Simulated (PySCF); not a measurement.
# CH10Si3: the cost of one run

Programs: PySCF 2.14.0, with density-fitted response routines of our own. Each step states its level of theory. These are calculated values for one molecule in the gas phase, unless marked as measured. Atoms count from 0, in the outputs and in this text.

### 1 Starting geometry

14 atoms, charge 0, multiplicity 1; geometry from: GFN2-xTB. The atoms were then displaced at random by about 0.01 Å, so the start is not that level's minimum.

Bonds of the start (Å): C0–Si1 1.89, Si1–Si2 2.34, Si1–Si3 2.35, C0–H4 1.12, C0–H5 1.08, C0–H6 1.08, Si1–H7 1.48, Si2–H8 1.45, Si2–H9 1.45, Si2–H10 1.47, Si3–H11 1.47, Si3–H12 1.42, Si3–H13 1.45.

### 2 Geometry optimisation at PBE0-D3(BJ)/def2-SVP

What the job is given:

```
{"job": {"xc": "PBE0", "basis": "def2-SVP", "d3": "d3bj", "grid": 1, "shake": 0.01, "kind": "geom"}, "charge": 0, "multiplicity": 1}
C      0.132650     1.742630    -0.818290
Si    -0.086840     0.265410     0.345370
Si    -2.001520    -0.919070    -0.277150
Si     1.949820    -0.913030     0.369600
H     -0.779720     2.385990    -0.829260
H      0.948250     2.399700    -0.537570
H      0.290530     1.444790    -1.846850
H     -0.286450     0.876230     1.678560
H     -3.219940    -0.124300    -0.262210
H     -1.861260    -1.485220    -1.605800
H     -2.232240    -2.049440     0.641550
H      1.857230    -2.045910     1.308350
H      3.059850    -0.115560     0.755310
H      2.222470    -1.477310    -0.934340
```

Started as:

```
> OMP_NUM_THREADS=1 python probes_run.py task.json out
```

The driver reads the jobs from task.json and runs them one after another.

Q: Estimate the wall time and peak memory of this first job on 1 thread of Arm Neoverse V1, shared host.

About 41 s, with a peak of 0.51 GiB.
